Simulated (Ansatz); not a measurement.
# C: the cost of one run

Program: Ansatz 0.2.0. Level of theory: DFT PBE, scalar-relativistic, plane waves, PAW. These are calculated values, not measurements.

## 1. Starting point

The cell holds 16 atoms (C16): a = 5.470 Å, b = 5.191 Å, c = 5.355 Å, α = 88.84°, β = 88.99°, γ = 90.17°.

It is the last frame of an earlier stage of the same melt, run at 6000 K.

Structure file:

```xyz
16
Lattice="5.4697 -0.0080 0.0477 -0.0080 5.1910 0.0536 0.0477 0.0536 5.3544" Properties=species:S:1:pos:R:3 pbc="T T T"
C     0.3411    1.0438    3.0024
C     3.1973    2.5822    1.6707
C     1.6618    4.3007    2.5688
C     2.2874    3.2144    2.5543
C     2.8010    2.3973    3.8718
C     4.9456    4.8998    4.8229
C     1.5909    1.5121    3.7149
C     3.9295    2.4722    4.6532
C     1.8592    4.9672    0.0753
C     5.1536    0.8367    0.3539
C     5.3588    0.6666    1.8671
C     2.0719    0.4046    4.2446
C     2.4417    4.6316    1.3286
C     4.6511    3.6353    4.9173
C     5.2105    5.1767    3.2466
C     3.1133    2.0580    0.6199
```

## 2. The last frame at 6000 K on a finer mesh

The electrons keep the Fermi-Dirac width of that temperature.

input.yaml

```yaml
crystal:
  lattice:
    - [5.469672, -0.008032, 0.047687]
    - [-0.008032, 5.191013, 0.053558]
    - [0.047687, 0.053558, 5.354389]
  atoms:
    - { symbol: C, position: [0.0577727917, 0.1953983114, 0.5582612924] }
    - { symbol: C, position: [0.5826443938, 0.4952174587, 0.3018728739] }
    - { symbol: C, position: [0.3009485424, 0.8241109846, 0.4688267315] }
    - { symbol: C, position: [0.4150322891, 0.6150413634, 0.4672035609] }
    - { symbol: C, position: [0.5065315049, 0.4552263928, 0.7140460543] }
    - { symbol: C, position: [0.8978623228, 0.9361810022, 0.8833811454] }
    - { symbol: C, position: [0.2852818547, 0.2846255942, 0.6884175646] }
    - { symbol: C, position: [0.7116256456, 0.4685021721, 0.8580109193] }
    - { symbol: C, position: [0.3413005577, 0.9573890114, 0.0014486863] }
    - { symbol: C, position: [0.9419704979, 0.1620555388, 0.0560876812] }
    - { symbol: C, position: [0.9769597432, 0.126428399, 0.3387338987] }
    - { symbol: C, position: [0.3720290892, 0.0703812041, 0.7887166377] }
    - { symbol: C, position: [0.4456650359, 0.8905023903, 0.2352507074] }
    - { symbol: C, position: [0.8434783507, 0.6922819063, 0.9039284235] }
    - { symbol: C, position: [0.948956877, 0.9926410471, 0.5879666694] }
    - { symbol: C, position: [0.5688466514, 0.396239459, 0.1067440913] }
basis:
  ecutwfc: 420
kpoints:
  mp_grid: { grid: [4, 5, 4] }
hamiltonian:
  xc: pbe
scf:
  occupations: { method: fermi_dirac, width: 0.517 }
output:
  forces: true
  stress: true
  eigenvalues: true
  populations: true
```

On the command line:

```console
ansatz run input.yaml --threads 2 --pin off --max-ram 5120MiB --backend cpu --events-out ev --progress --plain --runs-dir out
```

What time and memory should one allow on 2 threads of Arm Neoverse N1, shared host?

About 42 s, with a peak of 0.53 GiB.
